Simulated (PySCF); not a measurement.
# [Dy(PH3)]3+: other functionals and bases at one geometry

One table from this session's results is given with a row withheld; the runs are named, their logs left out.

Program: PySCF 2.14.0. Level of theory: several levels, as the steps say, no spin–orbit coupling. These are calculated values, not measurements.

2 further runs of the same task are left out: 2 for a known fault of the program.

### Starting geometry

5 atoms, charge 3, spin multiplicity 1.

Bond lengths: Dy1–P2 2.931 Å, P2–H3 1.427 Å, P2–H4 1.427 Å, P2–H5 1.427 Å. Angles: Dy1–P2–H3 111.0°, Dy1–P2–H4 111.0°, Dy1–P2–H5 111.0°, H3–P2–H4 107.9°, H3–P2–H5 107.9°, H4–P2–H5 107.9°.

As a file:

```xyz
5

Dy    0.00000    0.00000   -0.40331
P     0.00000    0.00000    2.52772
H     1.33185   -0.00001    3.03951
H    -0.66592    1.15342    3.03951
H    -0.66593   -1.15342    3.03951
```

Formal oxidation states: Dy +3. Each metal's 9 4f electrons lie in its core potential, so multiplicities, spins and levels count the valence alone. An earlier session relaxed this geometry at B3LYP, Dy lcecp-1-SVP with ECP55, P def2-SVP, H def2-SVP (singlet, point group C3v).

At B3LYP on the finer grid: E = -378.807570 Eh, HOMO -24.04 eV, LUMO -20.04 eV, Mulliken charge on Dy1 +2.25 e, largest force component 0.007 eV/Å. 

Levels to run: TPSSh; BP86; revPBE; wB97X; B3LYP, TZVP. Hardware: 2 threads of Arm Neoverse V2, shared host.

The first run:

run.py (the lines that set the calculation) reads:

```python
mol = gto.M(atom='''
Dy     0.00000     0.00000    -0.40331
P      0.00000     0.00000     2.52772
H      1.33185    -0.00001     3.03951
H     -0.66592     1.15342     3.03951
H     -0.66593    -1.15342     3.03951''',
    basis={'Dy': 'lcecp-1-SVP', 'P': 'def2-SVP', 'H': 'def2-SVP'},
    ecp={'Dy': 'lcecp-1-SVP'},
    charge=3, spin=0)
mf = dft.RKS(mol, xc='TPSSH')
mf.grids.atom_grid = (75, 302)  # f atoms: unpruned, at least (60, 302)
mf = mf.density_fit()  # fitting sets: Dy AutoAux, P def2-universal-JKFIT, H def2-universal-JKFIT
mf.conv_tol = 1e-08; mf.max_cycle = 55
mf.kernel(dm0)  # dm0: the density of the relaxed state
```

Command:

```
OMP_NUM_THREADS=2 python run.py
```

Steps of the session up to this table: TPSSh; BP86; revPBE; wB97X; B3LYP, TZVP.

One table of the session follows, with a row left open; its other results are not shown here.

| level | HOMO (eV) | gap (eV) | charge on Dy1 (e) | dipole (D) | largest force component (eV/Å) |
| --- | --- | --- | --- | --- | --- |
| B3LYP (relaxed here) | -24.04 | 4.00 | 2.25 | 3.29 | 0.01 |
| TPSSh | -23.70 | 3.63 | 2.29 | 3.15 | 0.08 |
| BP86 | ? | ? | ? | ? | ? |
| revPBE | -23.24 | 2.60 | 2.24 | 3.68 | 0.29 |
| wB97X | -26.30 | 9.14 | 2.32 | 2.47 | 0.23 |
| B3LYP, TZVP | -23.94 | 3.96 | 2.31 | 3.41 | 0.22 |

Q: Estimate the row for BP86 from the others.

**Answer.** HOMO (eV): -23.36; gap (eV): 2.74; charge on Dy1 (e): 2.24; dipole (D): 3.70; largest force component (eV/Å): 0.36. In the column «HOMO (eV)» it lies between TPSSh (-23.70) and revPBE (-23.24).

The dipole of a charged species depends on the origin, so these sizes hold for this origin alone.

In one basis the HOMO–LUMO gap runs from 2.60 eV (revPBE) to 9.14 eV (wB97X). The largest leftover force, 0.36 eV/Å with BP86, stands at a geometry relaxed at another level. With 4f in the core, its levels are missing from HOMO and gap, and its count is fixed, so no charge can pass from the ligands into it. Total energies of different levels can't be compared.
